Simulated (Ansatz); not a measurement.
# Si(CN)Cl3 (CCl3NSi): structure and electronic state

What does Si(CN)Cl3 (CCl3NSi) look like as a singlet, and where do its frontier electrons sit?

Computed with Ansatz 0.2.0, Gaussian basis. Level: RKS PBE0-D4/def2-TZVP.

Levels to be run: relaxation at PBE0-D4/def2-SVP; a single point at PBE0-D4/def2-TZVP; harmonic vibrations at PBE0-D4/def2-SVP.

2 further runs of the same task are left out: 2 set aside as unsound or not needed.

## Step 1: Starting geometry

6 atoms, charge 0, spin multiplicity 1.

Atoms are counted from 1 here; the program's logs count them from 0.

Bond lengths: Si1–C2 1.874 Å, Si1–Cl4 2.009 Å, Si1–Cl5 2.009 Å, Si1–Cl6 2.009 Å, C2–N3 1.143 Å. Angles: C2–Si1–Cl4 107.2°, C2–Si1–Cl5 107.2°, C2–Si1–Cl6 107.3°, Cl4–Si1–Cl5 111.7°, Cl4–Si1–Cl6 111.5°, Cl5–Si1–Cl6 111.6°, Si1–C2–N3 179.9°.

The start is a GFN2-xTB geometry.

## Step 2: Optimising with PBE0-D4/def2-SVP

The input, in.yaml:

```yaml
crystal:
  periodic: [false, false, false]
  atoms:
    - {symbol: Si, position_ang: [-0.007010, -0.002570, -0.517210]}
    - {symbol: C, position_ang: [0.019890, 0.008760, 1.356440]}
    - {symbol: N, position_ang: [0.033400, 0.014990, 2.499480]}
    - {symbol: Cl, position_ang: [1.902490, -0.003230, -1.140280]}
    - {symbol: Cl, position_ang: [-0.980360, 1.652260, -1.107830]}
    - {symbol: Cl, position_ang: [-0.968410, -1.670220, -1.090590]}
basis:
  gaussian: {orbitals: def2-SVP}
hamiltonian: {xc: pbe0, dispersion: d4}
scf: {lower_state_search: "off"}
output: {orbitals: {seedname: orbitals}}
relax: {f_tol: 0.02, max_steps: 100}
```

Run with:

```sh
ansatz run in.yaml --threads 2 --pin off --events-out ev --progress --plain --max-ram 32768MiB --backend cpu
```

The runs that follow: Single point, PBE0-D4/def2-TZVP; Vibrations by finite differences.

Before running them: what should the planned runs give, taken together? Wanted: point group; commonest bond; HOMO, LUMO at PBE0-D4/def2-TZVP; dipole at PBE0-D4/def2-SVP; lowest, highest wavenumber.

The runs gave:

| quantity | value |
| --- | --- |
| point group | C3v |
| commonest bond | Cl–Si, 3 of mean length 2.030 Å |
| HOMO, LUMO at PBE0-D4/def2-TZVP | -9.92, -1.46 eV |
| dipole at PBE0-D4/def2-SVP | 2.20 D |
| lowest, highest wavenumber | 108, 2365 cm⁻¹ |

In words: The molecule keeps its bonding pattern by the stored test; the atoms moved 0.02 Å (rms). All wavenumbers are real: a minimum at this level. The HOMO lies nearest to Cl4, Cl5, Cl6 about 33 % each and the LUMO to C2 30 %; N3 28 %.
